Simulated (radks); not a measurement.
# Exchange and kinetic functionals tested on atomic densities: Cs, Ba¹⁰⁺, B³⁺, N⁴⁺, Re⁺, Ge⁴⁺

The task here is to estimate one member of a computed series from the others.

The numbers are computed with radks (a radial shooting solver on a logarithmic mesh, Libxc functionals) version 1 (non-relativistic Kohn-Sham, PBE, spin-polarised, spherical densities, point nucleus; open shells are filled with parallel spins first), except any that are marked as measured or tabulated.

## The system

| Property | Result |
| --- | --- |
| species | Cs ([Xe] 6s1), Ba¹⁰⁺ ([Kr] 4d10), B³⁺ ([He]), N⁴⁺ ([He] 2s1), Re⁺ ([Xe] 4f14 5d5 6s1), Ge⁴⁺ ([Ar] 3d10) |

The first run:

Settings of this run:

```text
Z 55
configuration [Xe] 6s1
relativity non-relativistic
functional pbe,pbe
spin polarised
nucleus point
```

Steps of the session up to this table: Cs, [Xe] 6s1.

One table of the session follows, with a row left open; its other results are not shown here.

It belongs to the step «Cs, [Xe] 6s1». From the orbitals of this run (lengths in bohr):

```
  level     <r>  outermost maximum (interpolated)  90 % within  nodes
4p down  0.7521                             0.685         1.10      2
  4d up  0.8314                             0.719         1.26      1
4d down  0.8314                             0.719         1.26      1
  5s up   1.817                              1.61         2.63      4
5s down   1.814                              1.61         2.62      4
  5p up       ?                                 ?            ?      ?
5p down   2.100                              1.80         3.10      3
  6s up   5.826                              5.04         8.61      5
```

Q: Estimate the row for 5p up from the others.

**Answer.** <r>: 2.109; outermost maximum (interpolated): 1.80; 90 % within: 3.12; nodes: 3. In the column «<r>» it lies between 5p down (2.100) and 6s up (5.826).
